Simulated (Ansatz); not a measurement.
# BGeH5O2: the cost of one run

The runs use Ansatz 0.2.0; RKS PBE0-D4/def2-SVP.

### 1 The starting structure

SMILES `O[BH][GeH2][OH]`, 9 atoms, charge 0, spin multiplicity 1.

Atoms are counted from 1 here; the program's logs count them from 0.

Bond lengths: O1–B2 1.360 Å, O1–H5 0.977 Å, B2–Ge3 2.080 Å, B2–H6 1.223 Å, Ge3–O4 1.818 Å, Ge3–H7 1.557 Å, Ge3–H8 1.560 Å, O4–H9 0.976 Å. Angles: B2–O1–H5 113.6°, O1–B2–Ge3 114.1°, O1–B2–H6 120.8°, Ge3–B2–H6 125.2°, B2–Ge3–O4 107.3°, B2–Ge3–H7 113.9°, B2–Ge3–H8 113.0°, O4–Ge3–H7 107.0°, O4–Ge3–H8 108.1°, H7–Ge3–H8 107.3°, Ge3–O4–H9 107.0°.

Coordinates:

```xyz
9
charge 0, multiplicity 1
O    -1.0402    1.1171   -0.8472
B     0.2285    0.6304   -0.8900
Ge    0.6593   -0.7485    0.6071
O    -0.8740   -1.0302    1.5418
H    -1.2345    1.7655   -1.5511
H     1.0125    1.0029   -1.7510
H     1.1271   -2.1343    0.0733
H     1.7486   -0.2445    1.6041
H    -1.5389   -0.4047    1.1958
```

This geometry comes from a loose relaxation at PBE in a small basis, which is not shown.

### 3 Setting up the map

First coordinate, dihedral O1–B2–Ge3–O4: 10 values from −180 to 144 °, periodic. Second coordinate, dihedral H5–O1–B2–Ge3: 10 values from −180 to 144 °, periodic.

Relaxed at each point: all other coordinates. Energies count from the relaxed molecule at the same level. Points are written as (first, second).

(The set-up runs are not shown.)

### 4 The run at (−36°, −108°)

File input.yaml:

```yaml
crystal:
  periodic: [false, false, false]
  atoms:
    - { symbol: O, position_ang: [-0.984606, 1.369623, -0.827794] }
    - { symbol: B, position_ang: [0.256131, 0.932646, -0.525882] }
    - { symbol: Ge, position_ang: [0.631411, -0.850352, 0.464159] }
    - { symbol: O, position_ang: [-0.768347, -0.868318, 1.587362] }
    - { symbol: H, position_ang: [-1.251955, 1.340247, -1.754291] }
    - { symbol: H, position_ang: [1.093943, 1.532272, -1.175479] }
    - { symbol: H, position_ang: [0.594344, -2.074801, -0.487855] }
    - { symbol: H, position_ang: [1.867329, -0.923119, 1.37422] }
    - { symbol: H, position_ang: [-1.537016, -0.456462, 1.176665] }
basis:
  gaussian: { orbitals: def2-SVP }
hamiltonian:
  xc: pbe0
  dispersion: d4
output:
  forces: true
relax:
  f_tol: 0.02
  max_steps: 50
  escape_saddle: false
  constraints: [{ sites: [0, 1, 2, 3] }, { sites: [4, 0, 1, 2] }]
scf:
  lower_state_search: "off"
```

Run with:

```bash
$ ansatz run input.yaml --threads 1 --pin off --max-ram 2560MiB --backend cpu --events-out ev --progress --plain --runs-dir out
```

What time and memory should one allow on 1 thread of Arm Neoverse V1, shared host?

About 16 s, with a peak of 0.19 GiB.
